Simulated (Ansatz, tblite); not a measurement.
**SnEtF3 (C2H5F3Sn): charged states by level of theory**

The task here is to estimate one member of a computed series from the others.

The runs use Ansatz 0.2.0, Gaussian basis; as each input shows.

Plan: charge +1 doublet, at the geometry of the singlet (PBE0-D4/def2-TZVP, PBE-D4/def2-TZVP, HSE06-D4/def2-TZVP, CCSD(T)/def2-SVP); the starting singlet's energies come from earlier runs.

2 further runs of the same task are left out: 2 set aside as unsound or not needed.

### The structure

The geometry is that of the singlet, from an earlier relaxation (r2SCAN-D4/def2-SVP).

11 atoms, charge 0, spin multiplicity 1.

Atoms are counted from 1 here; the program's logs count them from 0.

Bond lengths: Sn1–C2 2.145 Å, Sn1–F9 1.929 Å, Sn1–F10 1.929 Å, Sn1–F11 1.927 Å, C2–C3 1.524 Å, C2–H4 1.101 Å, C2–H5 1.101 Å, C3–H6 1.102 Å, C3–H7 1.101 Å, C3–H8 1.101 Å. Angles: C2–Sn1–F9 112.2°, C2–Sn1–F10 113.3°, C2–Sn1–F11 117.6°, F9–Sn1–F10 103.8°, F9–Sn1–F11 104.4°, F10–Sn1–F11 104.2°, Sn1–C2–C3 110.8°, Sn1–C2–H4 105.5°, Sn1–C2–H5 105.7°, C3–C2–H4 113.0°, C3–C2–H5 113.1°, H4–C2–H5 108.1°, C2–C3–H6 110.0°, C2–C3–H7 111.9°, C2–C3–H8 111.9°, H6–C3–H7 107.6°, H6–C3–H8 107.4°, H7–C3–H8 107.9°.

Sn takes a core potential in the def2 sets. No spin-orbit coupling is included.

Set-up of the first run:

Input file in.yaml:

```yaml
crystal:
  periodic: [false, false, false]
  atoms:
    - {symbol: Sn, position_ang: [-0.329371, -0.447880, -1.429656]}
    - {symbol: C, position_ang: [-0.302013, -0.416154, 0.714560]}
    - {symbol: C, position_ang: [0.541891, 0.744842, 1.227787]}
    - {symbol: H, position_ang: [0.087643, -1.400110, 1.019340]}
    - {symbol: H, position_ang: [-1.356598, -0.354333, 1.025573]}
    - {symbol: H, position_ang: [0.557635, 0.740024, 2.330037]}
    - {symbol: H, position_ang: [1.584236, 0.679395, 0.880340]}
    - {symbol: H, position_ang: [0.139237, 1.718080, 0.907715]}
    - {symbol: F, position_ang: [1.447099, -0.423295, -2.181017]}
    - {symbol: F, position_ang: [-1.178001, 1.100822, -2.204764]}
    - {symbol: F, position_ang: [-1.191759, -1.941390, -2.289924]}
basis:
  gaussian: {orbitals: def2-TZVP}
total_charge: 1
magnetization: {spin_polarized: true, initial_magnetization: 1}
hamiltonian: {xc: pbe0, dispersion: d4}
scf: {omitted_lower_state_checks: [starts]}
output: {orbitals: {seedname: orbitals}}
```

Command:

```sh
ansatz run in.yaml --threads 4 --pin off --events-out ev --progress --plain --max-ram 4787MiB
```

Among the steps run: Charge +1 doublet at the fixed geometry, PBE0-D4/def2-TZVP; Charge +1 doublet at the fixed geometry, PBE-D4/def2-TZVP; Charge +1 doublet at the fixed geometry, HSE06-D4/def2-TZVP; Charge +1 doublet at the fixed geometry, CCSD(T)/def2-SVP.

One table of the session follows, with a row left open; its other results are not shown here.

It belongs to the step «Vertical ionisation energy». 

```
            method  vertical ionisation energy (eV)
       HF/def2-SVP                            11.50
  PBE-D4/def2-TZVP                            11.02
 PBE0-D4/def2-TZVP                            11.52
HSE06-D4/def2-TZVP                            11.49
      MP2/def2-SVP                            11.73
     CCSD/def2-SVP                            11.74
  CCSD(T)/def2-SVP                                ?
```

Estimate the missing values for CCSD(T)/def2-SVP.

**Answer.** vertical ionisation energy (eV): 11.65. In the column «vertical ionisation energy (eV)» it lies between PBE0-D4/def2-TZVP (11.52) and MP2/def2-SVP (11.73).
